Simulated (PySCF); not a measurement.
**Solver options tried on B**

Do solver options change the result for B, or only the number of cycles?

Program: PySCF 2.14.0. Level of theory: method and basis as typed in the scripts. These are calculated values, not measurements.

1 further run of the same task is left out (it didn't finish).

### Step 1. The atom

B: 1 atom, charge 0, spin multiplicity 2.

### Step 2. The run that the others are compared with

Contents of input.py:

```python
from pyscf import gto, scf, mp

mol = gto.M(
    atom='B 0 0 0',
    basis='cc-pcvtz',
    charge=0,
    spin=1,
    verbose=3,
)
mf = scf.UHF(mol)
mf.kernel()
mp.MP2(mf).kernel()
mf.dip_moment()
print('orbital energies (hartree):', [e[max(0, n-3):n+3].round(4) for e, n in zip(mf.mo_energy, mol.nelec)])
```

The run is started by

```bash
> python input.py
```

The log of this run is left out.

It gives: E(SCF) = -24.532094 Eh, E(MP2) − E(SCF) = -0.08825 Eh, ⟨S²⟩ = 0.761.

### Step 3. DIIS space off

Edit 1 changes DIIS space: default → off.

Contents of input.py:

```python
from pyscf import gto, scf, mp

mol = gto.M(
    atom='B 0 0 0',
    basis='cc-pcvtz',
    charge=0,
    spin=1,
    verbose=3,
)
mf = scf.UHF(mol)
mf.diis = False
mf.kernel()
mp.MP2(mf).kernel()
mf.dip_moment()
print('orbital energies (hartree):', [e[max(0, n-3):n+3].round(4) for e, n in zip(mf.mo_energy, mol.nelec)])
```

The run is started by

```bash
> python input.py
```

### Step 4. Damping 0.2

Edit 2 changes damping: none → 0.2.

input.py, as its differences from that of step 2:

```diff
@@ -10,2 +10,4 @@
 mf = scf.UHF(mol)
+mf.damp = 0.2
+mf.diis_start_cycle = 8
 mf.kernel()
```

### Step 5. DIIS space 20

Edit 3 changes DIIS space: default → 20.

input.py, as its differences from that of step 2:

```diff
@@ -10,2 +10,3 @@
 mf = scf.UHF(mol)
+mf.diis_space = 20
 mf.kernel()
```

### Step 6. Point-group symmetry on

Edit 4 changes point-group symmetry: off → on.

input.py, as its differences from that of step 2:

```diff
@@ -7,2 +7,3 @@
     spin=1,
+    symmetry=True,
     verbose=3,
```

Before running it: what results should come out? Wanted: for each run, E(SCF); from base; gap, α spin; after the SCF.

The runs gave:

| run | E(SCF) (hartree) | from base (eV) | gap, α spin (eV) | after the SCF |
| --- | --- | --- | --- | --- |
| base | -24.532094 | 0 | 9.92 | MP2 correlation -2.402 eV |
| DIIS space off | -24.532094 | 0.0000 | 9.92 | MP2 correlation -2.402 eV |
| damping 0.2 | -24.532094 | 0.0000 | 9.92 | MP2 correlation -2.402 eV |
| DIIS space 20 | -24.532094 | 0.0000 | 9.92 | MP2 correlation -2.402 eV |
| point-group symmetry on | -24.528344 | +0.1020 | 9.62 | MP2 correlation -2.448 eV |

With DIIS space off or damping 0.2 or DIIS space 20 the SCF ends at the base energy. With point-group symmetry on the SCF ends in another solution, 0.10 eV higher: the path to self-consistency decides the state here.
